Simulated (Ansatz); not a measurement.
The system is MoSe.

```
Mo Se
1.0
     0.00000    2.89288    2.89288
     2.89288    0.00000    2.89288
     2.89288    2.89288    0.00000
Mo Se
1 1
Cartesian
  0.0000 0.0000 0.0000
  2.8929 2.8929 2.8929
```

The cell was built by a generator and needn't be a form met in nature.

```yaml
Program: Ansatz 0.2.0
Task: relaxation of cell and atoms
Functional: B3LYP
Potentials_or_basis: Ansatz PAW
Cutoff: "420 eV (not typed: the program's choice for these potentials)"
k_mesh: 4 × 4 × 4
Occupations: fermi-dirac, width 0.05 eV
Spin: no spin polarisation
```

At the start: volume 24.21 Å³/atom.

Q: Where does the relaxation end?

A: It ends after 6 steps and the volume is 18.13 Å³/atom (-25.1 %); space group Fm-3m (No. 225, to 0.05 Å).

Step by step:
```csv
step,energy change (eV),largest force (eV/Å),volume (Å³)
1,0.0000,0.0000,48.42
2,-0.7131,0.0000,41.68
3,-0.9687,0.0000,35.59
4,-0.9734,0.0000,36.39
5,-0.9737,0.0000,36.25
6,-0.9721,0.0000,36.25
```

Final structure:
```xyz
2
Lattice="0.0000 2.6268 2.6268 2.6268 0.0000 2.6268 2.6268 2.6268 0.0000" Properties=species:S:1:pos:R:3 pbc="T T T"
Mo    0.0000    0.0000    0.0000
Se    2.6268    2.6268    2.6268
```

Caveat: the k mesh is coarse (spacing up to 0.47 Å⁻¹), so the values aren't converged, least of all with exact exchange; the volume moved by over 15 % at a fixed basis, so the end points are rough; the plane-wave basis is chosen anew once the cell has moved, so the energies of steps on either side of that aren't comparable; the PAW data sets come from PBE, with cores solved anew for the run's functional, which leaves a small shift of forces and pressure.
